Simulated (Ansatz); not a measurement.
# C₂H₈InN: how energies converge with the basis set

The task here is to estimate one member of a computed series from the others.

The runs use Ansatz 0.2.0, Gaussian basis; one geometry, several basis sets.

Levels to be run: PBE0-D4/def2-SVP; ωB97M-V/def2-SVP; PBE0-D4/def2-QZVPP; ωB97M-V/def2-QZVPP; the functionals' def2-TZVPP values are taken from earlier runs.

### Structure used throughout

All runs share one geometry, relaxed beforehand with PBE0-D4 in a triple-zeta def2 set. In takes the def2 core potential; no spin-orbit term is included.

SMILES `C[CH2][InH][NH2]`, 12 atoms, charge 0, spin multiplicity 1.

Atoms are counted from 1 here; the program's logs count them from 0.

Bond lengths: C1–C2 1.523 Å, C1–H5 1.093 Å, C1–H6 1.093 Å, C1–H7 1.095 Å, C2–In3 2.157 Å, C2–H8 1.094 Å, C2–H9 1.094 Å, In3–N4 2.017 Å, In3–H10 1.717 Å, N4–H11 1.006 Å, N4–H12 1.006 Å. Angles: C2–C1–H5 111.8°, C2–C1–H6 111.8°, C2–C1–H7 111.7°, H5–C1–H6 107.0°, H5–C1–H7 107.1°, H6–C1–H7 107.1°, C1–C2–In3 113.4°, C1–C2–H8 111.0°, C1–C2–H9 111.0°, In3–C2–H8 107.6°, In3–C2–H9 107.6°, H8–C2–H9 105.8°, C2–In3–N4 112.8°, C2–In3–H10 133.0°, N4–In3–H10 114.3°, In3–N4–H11 124.7°, In3–N4–H12 124.3°, H11–N4–H12 111.0°.

As a file:

```xyz
12
C2H8InN
C    -1.3243   -0.8614   -0.2962
C    -0.0630   -1.2141    0.4806
In    1.3860    0.3822    0.5345
N     0.7809    2.0194   -0.4763
H    -1.1037   -0.6157   -1.3385
H    -1.8379    0.0026    0.1337
H    -2.0400   -1.6905   -0.3049
H    -0.3009   -1.4805    1.5145
H     0.4284   -2.0924    0.0519
H     2.9351    0.5332    1.2600
H     1.3155    2.8671   -0.5665
H    -0.0991    2.0950   -0.9587
```

The first run:

The input, in.yaml:

```yaml
crystal:
  periodic: [false, false, false]
  atoms:
    - {symbol: C, position_ang: [-1.324312, -0.861392, -0.296246]}
    - {symbol: C, position_ang: [-0.062963, -1.214127, 0.480613]}
    - {symbol: In, position_ang: [1.386011, 0.382220, 0.534451]}
    - {symbol: N, position_ang: [0.780917, 2.019416, -0.476330]}
    - {symbol: H, position_ang: [-1.103714, -0.615749, -1.338454]}
    - {symbol: H, position_ang: [-1.837919, 0.002610, 0.133727]}
    - {symbol: H, position_ang: [-2.040003, -1.690467, -0.304945]}
    - {symbol: H, position_ang: [-0.300888, -1.480535, 1.514515]}
    - {symbol: H, position_ang: [0.428411, -2.092408, 0.051901]}
    - {symbol: H, position_ang: [2.935119, 0.533225, 1.259996]}
    - {symbol: H, position_ang: [1.315451, 2.867082, -0.566491]}
    - {symbol: H, position_ang: [-0.099111, 2.095024, -0.958736]}
basis:
  gaussian: {orbitals: def2-SVP}
hamiltonian: {xc: pbe0, dispersion: d4}
output: {orbitals: {seedname: orbitals}}
```

Command:

```
ansatz run in.yaml --threads 4 --pin off --events-out ev --progress --plain --max-ram 10444MiB
```

Among the steps run: PBE0-D4 in def2-SVP; ωB97M-V in def2-SVP; PBE0-D4 in def2-QZVPP; ωB97M-V in def2-QZVPP.

One table of the session follows, with a row left open; its other results are not shown here.

It belongs to the step «Functionals by basis». 

```
functional       basis  HOMO (eV)
   PBE0-D4    def2-SVP          ?
   PBE0-D4  def2-TZVPP      -6.70
   PBE0-D4  def2-QZVPP      -6.74
   ωB97M-V    def2-SVP      -8.88
   ωB97M-V  def2-TZVPP      -9.09
   ωB97M-V  def2-QZVPP      -9.13
```

Q: Estimate the row for PBE0-D4, def2-SVP from the others.

As computed: HOMO (eV): -6.52. In the column «HOMO (eV)» it is the highest.
